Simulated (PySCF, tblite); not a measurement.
**C6H10N2+ (doublet): geometry, infrared bands and EPR parameters**

What infrared bands and EPR parameters should C6H10N2+ (doublet) (`[H]/N=C\[C@@]1([NH2+])C[C@@H]2C[C@@H]21`) show?

The runs use tblite 0.8.0 and PySCF 2.14.0, with density-fitted response routines of our own; the level of theory stands in each step. All values are computed, except where a source is named. Atoms count from 0, in the outputs and in this text.

## (1) Starting geometry

18 atoms, charge 1, multiplicity 2; geometry from: force field or distance geometry start.

Bonds of the start (Å): H0–N1 1.02, N1–C2 1.30, C2–C3 1.51, C3–N4 1.45, C3–C5 1.51, C5–C6 1.50, C6–C7 1.48, C7–C8 1.50, C8–C3 1.49, C8–C6 1.49, C2–H9 1.06, N4–H10 1.02, N4–H11 1.05, C5–H12 1.12, C5–H13 1.10, C6–H14 1.08, C7–H15 1.09, C7–H16 1.12, C8–H17 1.10.

## (2) Relaxing the molecule with GFN2-xTB

Job settings and geometry (Å):

```
{"job": {"kind": "relax", "xc": "GFN2-xTB", "basis": "xTB"}, "charge": 1, "multiplicity": 2}
H      1.136100     0.916800    -1.673500
N      1.974600     0.471600    -1.302500
C      1.873400    -0.241800    -0.224300
C      0.487600    -0.333800     0.365200
N      0.260000    -1.469800     1.235600
C     -0.019400     0.998700     0.858400
C     -0.939600     1.061100    -0.322200
C     -1.942700    -0.031900    -0.347800
C     -0.520500    -0.312800    -0.730000
H      2.670800    -0.751000     0.256300
H      1.070500    -1.675400     1.825900
H      0.010300    -2.315300     0.666900
H      0.742100     1.814500     0.827900
H     -0.600600     0.994300     1.794300
H     -0.963500     1.910400    -0.993700
H     -2.677900    -0.133700    -1.149900
H     -2.306000    -0.319500     0.668500
H     -0.264000    -0.576100    -1.766800
```

Command:

```sh
> OMP_NUM_THREADS=1 python probes_run.py task.json out
```

This one command runs all jobs of the session in turn.

Output:

```text
step      E/eV     max force
  0    -631.41649    4.629
  1    -631.73807    5.442
  2    -631.94458    1.386
  3    -632.01158    0.713
  4    -632.08869    0.651
  5    -632.14896    0.659
  6    -632.18064    0.432
  7    -632.20940    0.399
  8    -632.23636    0.532
  9    -632.26246    0.447
 10    -632.28368    0.356
 11    -632.29813    0.269
 12    -632.30798    0.209
 13    -632.31753    0.288
 14    -632.32846    0.288
 15    -632.33686    0.225
 16    -632.34115    0.170
 17    -632.34350    0.137
 18    -632.34579    0.130
 19    -632.34855    0.143
 20    -632.35140    0.111
 21    -632.35354    0.097
 22    -632.35508    0.078
 23    -632.35629    0.087
 24    -632.35738    0.083
 25    -632.35837    0.069
 26    -632.35953    0.083
 27    -632.36091    0.101
 28    -632.36257    0.088
 29    -632.36432    0.100
 30    -632.36607    0.121
 31    -632.36762    0.094
 32    -632.36900    0.099
 33    -632.37013    0.085
 34    -632.37119    0.077
 35    -632.37214    0.064
 36    -632.37289    0.068
 37    -632.37344    0.053
 38    -632.37380    0.042
 39    -632.37404    0.035
 40    -632.37421    0.032
 41    -632.37436    0.039
 42    -632.37453    0.035
 43    -632.37467    0.026
 44    -632.37478    0.022
 45    -632.37486    0.024
 46    -632.37494    0.029
 47    -632.37501    0.023
 48    -632.37505    0.013
 49    -632.37508    0.011
 50    -632.37511    0.014
 51    -632.37515    0.019
 52    -632.37519    0.015
 53    -632.37521    0.010
 54    -632.37523    0.011
 55    -632.37525    0.010
 56    -632.37527    0.016
 57    -632.37531    0.018
 58    -632.37534    0.017
 59    -632.37538    0.017
 60    -632.37541    0.017
 61    -632.37544    0.013
 62    -632.37547    0.018
 63    -632.37551    0.017
 64    -632.37555    0.018
 65    -632.37558    0.014
 66    -632.37560    0.010
 67    -632.37562    0.013
 68    -632.37564    0.013
 69    -632.37567    0.019
 70    -632.37571    0.020
 71    -632.37575    0.015
 72    -632.37578    0.013
 73    -632.37582    0.013
 74    -632.37586    0.019
 75    -632.37591    0.020
 76    -632.37596    0.015
 77    -632.37599    0.014
 78    -632.37603    0.013
 79    -632.37607    0.018
 80    -632.37612    0.018
 81    -632.37616    0.012
 82    -632.37618    0.010
 83    -632.37620    0.012
 84    -632.37622    0.016
 85    -632.37624    0.015
 86    -632.37626    0.009
```

Run time: 0.54 s. Hardware: 1 thread of Arm Neoverse V1, shared host; peak memory 0.18 GiB.

The steps of the relaxation: (not every step is listed)

```
step  energy from step 0 (eV)  largest force (eV/Å)
   0                   0.0000                4.6286
   1                  -0.3216                5.4422
   2                  -0.5281                1.3864
   3                  -0.5951                0.7133
   4                  -0.6722                0.6511
   5                  -0.7325                0.6585
   6                  -0.7642                0.4319
   7                  -0.7929                0.3990
   8                  -0.8199                0.5321
  15                  -0.9204                0.2250
  22                  -0.9386                0.0785
  29                  -0.9478                0.0995
  36                  -0.9564                0.0685
  43                  -0.9582                0.0260
  50                  -0.9586                0.0143
  57                  -0.9588                0.0185
  64                  -0.9591                0.0178
  71                  -0.9593                0.0153
  78                  -0.9595                0.0129
  81                  -0.9597                0.0123
  82                  -0.9597                0.0103
  83                  -0.9597                0.0124
  84                  -0.9597                0.0156
  85                  -0.9598                0.0146
  86                  -0.9598                0.0091
```

Close pairs (by a distance rule), those that changed most:

```
  bond  before (Å)  after (Å)  change (Å)
 N1–C2       1.297      1.224      -0.073
 C3–N4       1.449      1.379      -0.070
 C2–C3       1.509      1.568      +0.059
 C3–C5       1.509      1.568      +0.059
 C3–C8       1.489      1.533      +0.044
N4–H11       1.049      1.007      -0.042
C7–H16       1.117      1.079      -0.038
C5–H12       1.116      1.088      -0.029
```

The next job starts from the end point, and lists it.

## (3) Vibrational analysis with GFN2-xTB

Job settings and geometry (Å):

```
{"job": {"kind": "ir", "xc": "GFN2-xTB", "basis": "xTB"}, "charge": 1, "multiplicity": 2}
H      1.572570     0.875614    -1.956927
N      2.198059     0.437722    -1.293528
C      1.891159    -0.155061    -0.268121
C      0.439409    -0.404368     0.269732
N      0.336538    -1.512783     1.084412
C     -0.016193     0.983840     0.838216
C     -0.989660     1.086382    -0.322688
C     -1.949386    -0.068177    -0.268063
C     -0.593275    -0.279354    -0.856409
H      2.666795    -0.561607     0.371292
H      0.662087    -1.492582     2.037547
H      0.069413    -2.403810     0.698389
H      0.748281     1.757148     0.856352
H     -0.464045     0.904414     1.827559
H     -1.162653     1.991289    -0.879069
H     -2.767298    -0.052141    -0.972071
H     -2.208570    -0.488836     0.691070
H     -0.441989    -0.611373    -1.869351
```

Output:

```text
mode    cm-1     km/mol
  1      81.5      1.09
  2     142.4      1.48
  3     196.4      2.41
  4     271.7     21.00
  5     283.9     47.77
  6     315.9    183.18
  7     346.0      0.35
  8     395.9      4.42
  9     440.9      6.20
 10     514.1     14.66
 11     608.6     20.92
 12     700.8     41.62
 13     756.3     11.40
 14     812.4     47.68
 15     847.0     11.60
 16     860.0     60.67
 17     867.5     19.86
 18     919.1    225.55
 19     941.5     22.84
 20     960.2    173.46
 21     983.2     39.56
 22     986.6     73.06
 23    1006.0     12.62
 24    1036.5      3.94
 25    1051.3     13.38
 26    1077.5     24.67
 27    1091.0      2.23
 28    1123.8      6.75
 29    1147.9      3.87
 30    1189.8      5.10
 31    1204.6     25.11
 32    1225.4      0.58
 33    1300.2     23.57
 34    1335.5     20.39
 35    1429.9     27.70
 36    1435.1     74.73
 37    1452.7      3.25
 38    1813.3    172.94
 39    3004.6      0.80
 40    3012.7     10.44
 41    3029.3      2.47
 42    3099.9      3.72
 43    3108.8      3.14
 44    3114.4      0.37
 45    3125.4      3.76
 46    3398.2     32.82
 47    3445.0    133.34
 48    3502.6     47.12
```

Wall time 0.58 s (1 thread of Arm Neoverse V1, shared host); peak memory 0.18 GiB.

Which atoms move in the most intense modes:

```
cm⁻¹  km/mol                                 atoms
 316   183.2           H10 70 %, N4 13 %, H11 11 %
 860    60.7  C5 19 %, H11 14 %, C3 12 %, H10 11 %
 919   225.6             H0 22 %, C6 17 %, C8 12 %
 960   173.5                     H0 30 %, H17 10 %
 987    73.1            H9 36 %, H0 31 %, H14 10 %
1435    74.7           H11 38 %, H10 37 %, N4 15 %
1813   172.9                      C2 53 %, N1 43 %
3445   133.3                    H10 53 %, H11 44 %
```

## (4) EPR parameters: B3LYP/pcH-1

Settings changed since step 3:

```diff
@@ -1,2 +1,2 @@
-{"job": {"kind": "ir", "xc": "GFN2-xTB", "basis": "xTB"}, "charge": 1, "multiplicity": 2}
+{"job": {"kind": "epr", "basis": "pcH-1"}, "charge": 1, "multiplicity": 2}
 H      1.572570     0.875614    -1.956927
```

Level: UKS B3LYP, pcH-1 on C H N, non-relativistic, mean-field spin-orbit, GIAO.

Output:

```text
UKS, coarse grid
  cycle   1  E = -343.74086886  |g| = 3.34e-01
  cycle   2  E = -343.58526194  |g| = 6.69e-01
  cycle   3  E = -343.77421349  |g| = 2.13e-01
  cycle   4  E = -343.79392951  |g| = 7.25e-02
  cycle   5  E = -343.79633397  |g| = 2.21e-02
  cycle   6  E = -343.79655876  |g| = 7.94e-03
  cycle   7  E = -343.79658533  |g| = 3.28e-03
  cycle   8  E = -343.79659189  |g| = 1.09e-03
  cycle   9  E = -343.79659320  |g| = 5.51e-04
UKS, final grid
  cycle   1  E = -343.79656672  |g| = 8.15e-04
  cycle   2  E = -343.79656500  |g| = 2.12e-03
  cycle   3  E = -343.79656707  |g| = 4.32e-04
  cycle   4  E = -343.79656717  |g| = 1.26e-04
  cycle   5  E = -343.79656720  |g| = 1.16e-04
  cycle   6  E = -343.79656721  |g| = 2.21e-05
  cycle   7  E = -343.79656721  |g| = 8.99e-06
E = -343.79656721 Eh   <S^2> = 0.7546 (exact 0.7500)
g shifts (ppm)      1          2          3
  rmc          -219       -219       -219
  gc             12         20         -1
  oz_so         140        872       2327
  total         -66        673       2107
hyperfine (MHz)  atom isotope    a_iso     a_fc   dipolar eigenvalues
    0    1H      51.69      51.69    -17.95     -8.34     26.29
    1   14N      42.13      42.13    -17.17    -14.05     31.22
    2   13C     -28.24     -28.24    -18.31    -10.70     29.02
    3   13C     -26.17     -26.17    -15.79    -12.12     27.91
    4   14N      17.77      17.77    -19.12    -19.05     38.17
    5   13C      11.26      11.26     -7.82     -7.03     14.85
    6   13C       4.96       4.96     -4.76     -4.41      9.17
    7   13C      -0.81      -0.81     -1.16     -0.01      1.17
    8   13C       1.18       1.18     -5.51     -4.70     10.21
    9    1H      93.46      93.46     -7.25      0.59      6.66
   10    1H     -28.92     -28.92    -22.39     -4.50     26.90
   11    1H     -28.24     -28.24    -22.18     -5.04     27.21
   12    1H      -2.10      -2.10     -4.21     -1.63      5.83
   13    1H      12.85      12.85     -4.74      0.62      4.12
   14    1H      16.58      16.58     -3.17     -0.46      3.62
   15    1H      -1.17      -1.17     -1.38     -0.89      2.27
   16    1H       2.27       2.27     -2.52     -0.89      3.42
   17    1H      -1.90      -1.90     -2.42     -1.54      3.97
```

Wall time 93 s (1 thread of Arm Neoverse V1, shared host); peak memory 0.97 GiB.

Principal g values 2.00225, 2.00299, 2.00443; g(iso) = 2.00322, against 2.00232 for a free electron.

Mean a(iso) over the nuclei that a row names, and the largest dipolar term of the row (other rows stand at the frozen geometry):

```
  nuclei  isotope  a(iso) (MHz)  a(iso) (G, at g = 2.0023)  largest dipolar term (MHz)
      H9       1H          93.5                       33.4                        -7.3
      H0       1H          51.7                       18.4                        26.3
      N1      14N          42.1                       15.0                        31.2
H10, H11       1H         -28.6                      -10.2                        27.2
      C2      13C         -28.2                      -10.1                        29.0
      C3      13C         -26.2                       -9.3                        27.9
      N4      14N          17.8                        6.3                        38.2
     H14       1H          16.6                        5.9                         3.6
     H13       1H          12.8                        4.6                        -4.7
      C5      13C          11.3                        4.0                        14.9
      C6      13C           5.0                        1.8                         9.2
     H16       1H           2.3                        0.8                         3.4
     H12       1H          -2.1                       -0.7                         5.8
     H17       1H          -1.9                       -0.7                         4.0
```

Mulliken spin populations:

H0 0.01; N1 0.34; C2 0.02; C3 0.03; N4 0.42; C5 0.06; C6 0.03; C7 0.01; C8 0.04; H9 0.05; H10 -0.01; H11 -0.01; H12 0.00; H13 0.01; H14 0.01; H15 0.00; H16 0.00; H17 0.00

In first order the couplings over 0.8 MHz of 1H, 14N give 4666 distinct lines over 128.1 G, if the averaged nuclei exchange fast.

Orbitals, density, ELF and potential are computed afterwards from the orbital file.

ELF in a plane through or near 7 of the atoms.

Ten even steps from '0' (0.00) to '9' (1.00):
```
0000000000000000000000000000
0000000000000000000000000000
0000000000000000000000000000
0000000000120000000000000000
0000013324685000000000000000
0000157878996000123100000000
0000168975883002343100000000
0000024766730147632000000000
0000001443541258854467630000
0000278936484665665689850000
0000899996764473432166520000
0000799951253441278862100000
0000032002577860189994000000
0000000026752884049994000000
0000000026787774003750000000
0000000003553221000000000000
0000000000110000000000000000
0000000000000000000000000000
0000000000000000000000000000
0000000000000000000000000000
```
The map spans 10.8 Å across and 9.9 Å up, centred on the molecule. Atoms in the plane (x, y in Å): N1 (-2.0, 1.6), C2 (-1.9, 0.4), C3 (-0.5, -0.4), N4 (-0.7, -1.7), C7 (1.9, -0.2), H9 (-2.7, -0.2), H16 (2.0, -1.2).

On the surface of density 0.002 e/bohr³ the electrostatic potential runs, from the 1st to the 99th percentile, from 2.83 V near N1 to 6.34 V near H10.

The spin density lies nearest to N1, N4 about 28 % each; C2, C3 about 8 % each.

## (5) Summary of results

```
                                 quantity                 value
strongest single infrared mode (GFN2-xTB)  919 cm⁻¹, 226 km/mol
             zero-point energy (GFN2-xTB)         92.9 kcal/mol
                           g(iso) (B3LYP)               2.00322
                                     ⟨S²⟩    0.755 (exact 0.75)
       largest a(iso) (averaged by class)    1H on H9, 93.5 MHz
```

**Reading.** Relaxing lowered the energy by 0.960 eV in 86 steps; the close pair that moved most is N1–C2, from 1.297 to 1.224 Å. All 48 modes are real, so the xTB geometry is a minimum. The strongest single mode, at 919 cm⁻¹, is spread over several atoms, H0, C6, C8 among them. Unscaled tight-binding wavenumbers are off by several per cent, some by more. Its intensities can rank the bands wrongly. The largest spin populations lie on N4 (0.42 e), N1 (0.34 e). The isotropic g lies 0.9 ppt above the free-electron value.
